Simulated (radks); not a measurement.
# Valence configurations of Hg⁺

One table from this session's results is given with a row withheld; the runs are named, their logs left out.

Program: radks (a radial shooting solver on a logarithmic mesh, Libxc functionals) version 1. Level of theory: scalar-relativistic Kohn-Sham, r2SCAN, spin-polarised, spherical densities, finite nucleus; open shells are filled with parallel spins first. These are calculated values, not measurements, unless marked.

### The atom as given

* element: mercury (Z = 80)
* charge: +1
* electrons: 79
* configuration: [Xe] 4f14 5d10 6s1
* nuclear rms radius: 5.4648 fm
* others tried: 4f13.5 5d10 6s1 6p0.5; 4f14 5d9 6s2; 4f14 5d9.5 6s1.5; 4f14 5d10 6p1; 4f14 5d9 6s1.5 6p0.5; 4f14 5d9 6s1 6p1; 4f14 5d9.5 6s1 6p0.5; 4f12 5d9 6s1 6p3; 4f13 5d10 6s2

The outer shells:

Hg⁺
```
[Xe] core
4f [↑↓][↑↓][↑↓][↑↓][↑↓][↑↓][↑↓]
5d [↑↓][↑↓][↑↓][↑↓][↑↓]
6s [↑ ]
```

Set-up of the first run:

The run's settings:

```text
Z 80
configuration [Xe] 4f14 5d10 6s1
relativity scalar-relativistic
functional r2scan,r2scan
spin polarised
nucleus finite rms 5.4648 fm
c 137.035999084
```

Among the steps run: [Xe] 4f14 5d10 6s1.

One table of the session follows, with a row left open; its other results are not shown here.

It belongs to the step «[Xe] 4f14 5d10 6s1». Sizes of the orbitals, from the radial functions (bohr):

```
  level     <r>  outermost maximum (interpolated)  90 % within  nodes
  4f up  0.4826                             0.368        0.771      0
4f down  0.4826                             0.368        0.771      0
  5p up   1.043                             0.929         1.51      3
5p down   1.041                             0.929         1.51      3
  5d up   1.476                              1.16         2.29      2
5d down   1.451                              1.16         2.24      2
  6s up       ?                                 ?            ?      ?
6s down   2.501                              2.13         3.69      5
```

Estimate the missing values for 6s up.

As computed: <r>: 2.481; outermost maximum (interpolated): 2.14; 90 % within: 3.63; nodes: 5. In the column «<r>» it lies between 5d up (1.476) and 6s down (2.501).
